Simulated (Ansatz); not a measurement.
# C2H8MoN2O: the cost of one run

Computed with Ansatz 0.2.0, Gaussian basis. Level: BLYP/def2-SVP with D3(BJ) dispersion.

**1. Structure used throughout**

The geometry comes from an earlier relaxation with PBE0-D4 in a triple-zeta def2 set; it is a stationary point, not always the lowest conformer. Mo takes the def2 core potential; no spin-orbit term is included.

SMILES `C[N]=[Mo]([CH3])([NH2])=[O]`, 14 atoms, charge 0, spin multiplicity 1.

Atoms are counted from 1 here; the program's logs count them from 0.

Bond lengths: C1–N2 1.420 Å, C1–H7 1.095 Å, C1–H8 1.096 Å, C1–H9 1.095 Å, N2–Mo3 1.730 Å, Mo3–C4 2.119 Å, Mo3–N5 1.937 Å, Mo3–O6 1.686 Å, C4–H10 1.094 Å, C4–H11 1.092 Å, C4–H12 1.092 Å, N5–H13 1.009 Å, N5–H14 1.011 Å. Angles: N2–C1–H7 109.8°, N2–C1–H8 112.1°, N2–C1–H9 110.2°, H7–C1–H8 108.5°, H7–C1–H9 107.5°, H8–C1–H9 108.6°, C1–N2–Mo3 151.4°, N2–Mo3–C4 103.8°, N2–Mo3–N5 109.0°, N2–Mo3–O6 112.4°, C4–Mo3–N5 108.9°, C4–Mo3–O6 107.1°, N5–Mo3–O6 115.0°, Mo3–C4–H10 109.3°, Mo3–C4–H11 110.4°, Mo3–C4–H12 110.0°, H10–C4–H11 108.9°, H10–C4–H12 109.5° and more.

**2. The run**

File in.yaml:

```yaml
crystal:
  periodic: [false, false, false]
  atoms:
    - {symbol: C, position_ang: [-0.831652, -1.920177, 1.325874]}
    - {symbol: N, position_ang: [-0.545883, -0.835446, 0.454824]}
    - {symbol: Mo, position_ang: [0.134299, 0.724163, 0.142695]}
    - {symbol: C, position_ang: [1.700133, 0.327343, -1.228555]}
    - {symbol: N, position_ang: [-1.197197, 1.828377, -0.729524]}
    - {symbol: O, position_ang: [0.837924, 1.405107, 1.515695]}
    - {symbol: H, position_ang: [-0.389397, -2.840774, 0.930017]}
    - {symbol: H, position_ang: [-0.440481, -1.752491, 2.335644]}
    - {symbol: H, position_ang: [-1.913854, -2.076821, 1.391698]}
    - {symbol: H, position_ang: [2.187190, 1.267707, -1.502914]}
    - {symbol: H, position_ang: [2.441926, -0.336145, -0.778461]}
    - {symbol: H, position_ang: [1.298412, -0.149466, -2.125352]}
    - {symbol: H, position_ang: [-2.083984, 1.495792, -1.076794]}
    - {symbol: H, position_ang: [-1.210536, 2.833629, -0.625946]}
basis:
  gaussian: {orbitals: def2-SVP}
hamiltonian: {xc: {name: BLYP}, dispersion: d3bj}
md: {timestep: 1 fs, n_steps: 50, ensemble: nve, temperature: 700, initial_velocities: maxwell_boltzmann, seed: 186}
```

Started as:

```sh
$ ansatz run in.yaml --threads 4 --pin off --events-out ev --progress --plain --max-ram 11315MiB
```

**Question.** How long does this run take on 4 threads of Arm Neoverse V2, shared host, and how much memory does it need?

About 90 s, with a peak of 0.62 GiB.
